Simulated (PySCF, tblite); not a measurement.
# C₄H₇B₂ClO₂: geometry, infrared bands and NMR shifts

Aim: predict the infrared bands and NMR shifts of C₄H₇B₂ClO₂ (`C=C[C@H]1COBB(Cl)O1`).

The runs use tblite 0.8.0 and PySCF 2.14.0, with density-fitted response routines of our own; the level of theory stands in each step. All values are computed, except where a source is named. Atoms count from 0, in the outputs and in this text.

### 1 Starting geometry

16 atoms, charge 0, multiplicity 1; geometry from: force field or distance geometry start.

Bonds of the start (Å): C0–C1 1.35, C1–C2 1.49, C2–C3 1.59, C3–O4 1.43, O4–B5 1.47, B5–B6 1.65, B6–Cl7 1.84, B6–O8 1.48, O8–C2 1.42, C0–H9 1.07, C0–H10 1.09, C1–H11 1.08, C2–H12 1.12, C3–H13 1.12, C3–H14 1.11, B5–H15 1.17.

### 2 Optimising the geometry with GFN2-xTB

The job: settings as JSON, then the geometry in Å.

```
{"job": {"kind": "relax", "xc": "GFN2-xTB", "basis": "xTB"}, "charge": 0, "multiplicity": 1}
C      1.979100    -1.515200     0.427700
C      1.789600    -0.333500    -0.195800
C      0.481900     0.382500    -0.153100
C     -0.628600    -0.405400    -0.977500
O     -1.745100    -0.802600    -0.170900
B     -2.341800     0.400900     0.435300
B     -1.209800     1.271200     1.261000
Cl    -1.363800     3.100800     1.441900
O      0.122700     0.624400     1.204100
H      2.933200    -2.004700     0.399300
H      1.152700    -1.990800     0.963600
H      2.629400     0.111600    -0.705600
H      0.634000     1.365500    -0.657100
H     -0.190400    -1.335000    -1.417400
H     -0.972100     0.205800    -1.836000
H     -3.278600     0.933500    -0.031000
```

On the command line:

```bash
$ OMP_NUM_THREADS=1 python probes_run.py task.json out
```

The driver reads the jobs from task.json and runs them one after another.

**Question.** This job is followed by: GFN2-xTB harmonic vibrations, gas phase; GIAO PBE0/pcSseg-1 NMR shielding, non-relativistic, gas phase. Predict these results of the whole session: strongest single infrared mode (GFN2-xTB); zero-point energy (GFN2-xTB); 13C shifts against TMS (PBE0/pcSseg-1); 1H shifts against TMS (PBE0/pcSseg-1); 17O shifts against H2O (PBE0/pcSseg-1); 11B shifts against BF3·OEt2 (PBE0/pcSseg-1); 35Cl shifts against HCl (PBE0/pcSseg-1).

The runs gave:

| quantity | value |
| --- | --- |
| strongest single infrared mode (GFN2-xTB) | 1269 cm⁻¹, 152 km/mol |
| zero-point energy (GFN2-xTB) | 70.9 kcal/mol |
| 13C shifts against TMS (PBE0/pcSseg-1) | 139.4, 125.5, 80.1, 73.7 ppm |
| 1H shifts against TMS (PBE0/pcSseg-1) | 6.28, 6.02, 5.84, 5.34, 5.01, 4.48, 3.85 ppm |
| 17O shifts against H2O (PBE0/pcSseg-1) | 248.3, 226.1 ppm |
| 11B shifts against BF3·OEt2 (PBE0/pcSseg-1) | 47.9, 39.7 ppm |
| 35Cl shifts against HCl (PBE0/pcSseg-1) | 190 ppm |

What this shows: Over 124 steps the energy fell by 2.484 eV; of the close pairs, O4–B5 changed most, 1.474 to 1.340 Å. All 42 modes are real, so the xTB geometry is a minimum. The strongest single mode, at 1269 cm⁻¹, has its largest shares on B5, H13, O4 and H11 (the list is cut at 4 atoms). GFN2-xTB is a fitted tight-binding method: band positions and strengths are rough. Its intensities can rank the bands wrongly. The most deshielded carbon is C1 (alkene CH), at 139.4 ppm: an sp2 carbon of a C=C bond. At PBE0/pcSseg-1: The largest span, 511 ppm, is at O4, where the paramagnetic term is -303 ppm.
